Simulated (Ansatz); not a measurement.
**SiH2F2 (SMILES F[SiH2]F) at PBE/aug-cc-pVDZ**

What is the electronic atomisation energy of SiH2F2 at PBE/aug-cc-pVDZ? 

The results are computed with Ansatz 0.2.0.

53 further runs of the same task are left out: 53 set aside as unsound or not needed.

**1. Starting point**

The species is SiH2F2 (5 atoms), meant as a singlet with charge 0. SMILES: `F[SiH2]F`. The shape is that of a PBE0-D4/def2-TZVP optimisation.

Bond lengths: F1–Si2 1.586 Å, Si2–F3 1.586 Å, Si2–H4 1.474 Å, Si2–H5 1.474 Å. Angles: F1–Si2–F3 108.0°, F1–Si2–H4 108.5°, F1–Si2–H5 108.5°, F3–Si2–H4 108.5°, F3–Si2–H5 108.5°, H4–Si2–H5 114.6°.

**2. The energy at PBE/aug-cc-pVDZ**

File in.yaml:

```yaml
crystal:
  periodic: [false, false, false]
  atoms:
    - symbol: F
      position_ang: [-1.079010, 0.538200, 0.980720]
    - symbol: Si
      position_ang: [-0.005220, -0.000540, -0.054090]
    - symbol: F
      position_ang: [1.247630, -0.520590, 0.766910]
    - symbol: H
      position_ang: [-0.590470, -1.138740, -0.786300]
    - symbol: H
      position_ang: [0.427070, 1.121680, -0.907250]
basis:
  gaussian: {orbitals: aug-cc-pVDZ}
hamiltonian: {xc: pbe}
accuracy: high
output: {orbitals: {seedname: orbitals}}
```

The run is started by

```console
$ ansatz run in.yaml --threads 1 --pin off --max-ram 3480MiB --events-out events.jsonl --progress --plain --runs-dir runs
```

Output:

```text
Warning: RAYON_NUM_THREADS=1 ignored (pool sized by the plan → 1); use --threads N
Functional definition: PBE
  name "PBE"
  parameter kappa = 0.804
  parameter beta = 0.06672455060314922
  exchange = pbe_x(kappa = kappa, mu = beta*pi^2/3)
  correlation = pbe_c(beta = beta)
1837 factors; integrals over basis functions are off by at most 3.7e-9 eV
mean field evaluation 1: about -13334.8602 eV, gradient 4.5e1 eV
mean field evaluation 2: about -13325.1635 eV, gradient 9.3e1 eV
mean field evaluation 4: about -13337.9599 eV, gradient 8.9e-1 eV
mean field evaluation 8: about -13337.9579 eV, gradient 3.4e-2 eV
mean field evaluation 16: about -13337.9579 eV, gradient 3.3e-7 eV
mean field -13337.95788700 eV, -490.1609115545 hartree, gradient 4.4e-8 eV, S^2 0.000000; 0 other end points of the search recorded, 0 dependent functions left out
reference -13337.95789327 eV, -490.1609117850 hartree; 17, 17 occupied and 74, 74 virtual orbitals, 1837 factors
Total energy: -13337.95789327 eV, -490.1609117850 hartree
```

It took 3.6 s on 1 thread of Intel Xeon 6975P-C (Granite Rapids), shared host; peak memory 0.23 GiB.

**3. The F atom**

File in.yaml:

```yaml
crystal:
  periodic: [false, false, false]
  atoms:
    - {symbol: F, position_ang: [0.000000, 0.000000, 0.000000]}
basis:
  gaussian: {orbitals: aug-cc-pVDZ}
hamiltonian: {xc: pbe}
magnetization: {spin_polarized: true, initial_magnetization: 1}
accuracy: high
```

Run the same way, it converges to -99.63925 Eh (log not shown).

**4. The H atom**

File run.yaml:

```yaml
crystal:
  periodic: [false, false, false]
  atoms:
    - symbol: H
      position_ang: [0.000000, 0.000000, 0.000000]
basis:
  gaussian: {orbitals: aug-cc-pVDZ}
magnetization: {spin_polarized: true, initial_magnetization: 1}
hamiltonian: {xc: pbe}
accuracy: high
```

The run is started by

```console
$ ansatz run run.yaml --threads 1 --pin off --max-ram 3480MiB --events-out events.jsonl --progress --plain --runs-dir runs
```

Output:

```text
Warning: RAYON_NUM_THREADS=1 ignored (pool sized by the plan → 1); use --threads N
Functional definition: PBE
  name "PBE"
  parameter kappa = 0.804
  parameter beta = 0.06672455060314922
  exchange = pbe_x(kappa = kappa, mu = beta*pi^2/3)
  correlation = pbe_c(beta = beta)
42 factors; integrals over basis functions are off by at most 4.4e-8 eV
mean field evaluation 1: about -13.5791 eV, gradient 6.4e-1 eV
mean field evaluation 2: about -13.5855 eV, gradient 1.0e-1 eV
mean field evaluation 4: about -13.5846 eV, gradient 8.7e-4 eV
mean field evaluation 8: about -13.5846 eV, gradient 4.3e-9 eV
mean field -13.58458341 eV, -0.4992242322 hartree, gradient 1.4e-8 eV, S^2 0.750000; 0 other end points of the search recorded, 0 dependent functions left out
reference -13.58458858 eV, -0.4992244225 hartree; 1, 0 occupied and 8, 9 virtual orbitals, 42 factors
Total energy: -13.58458858 eV, -0.4992244225 hartree
```

Run time: 0.08 s. Hardware: 1 thread of Intel Xeon 6975P-C (Granite Rapids), shared host.

**5. The Si atom**

File job.yaml:

```yaml
crystal:
  periodic: [false, false, false]
  atoms:
    - {symbol: Si, position_ang: [0.000000, 0.000000, 0.000000]}
basis:
  gaussian:
    orbitals: aug-cc-pVDZ
magnetization:
  spin_polarized: true
  initial_magnetization: 2
hamiltonian:
  xc: {name: PBE}
accuracy: high
```

Run the same way, it converges to -289.22031 Eh (log not shown).

**6. What came out**

Level: PBE/aug-cc-pVDZ.

| quantity | value |
| --- | --- |
| molecule: total energy | -490.16091 Eh |
| molecule: HOMO energy | -8.39 eV |
| molecule: LUMO energy | -0.84 eV |
| molecule: HOMO–LUMO gap | 7.55 eV |
| F atom: total energy | -99.63925 Eh |
| F atom: ⟨S²⟩ | 0.751 |
| H atom: total energy | -0.49922 Eh |
| H atom: ⟨S²⟩ | 0.750 |
| Si atom: total energy | -289.22031 Eh |
| Si atom: ⟨S²⟩ | 2.004 |
| electronic atomisation energy | 18.059 eV |

In words: Taking the molecule apart into free atoms costs 18.06 eV (416 kcal/mol), before zero-point energy and without spin-orbit coupling.
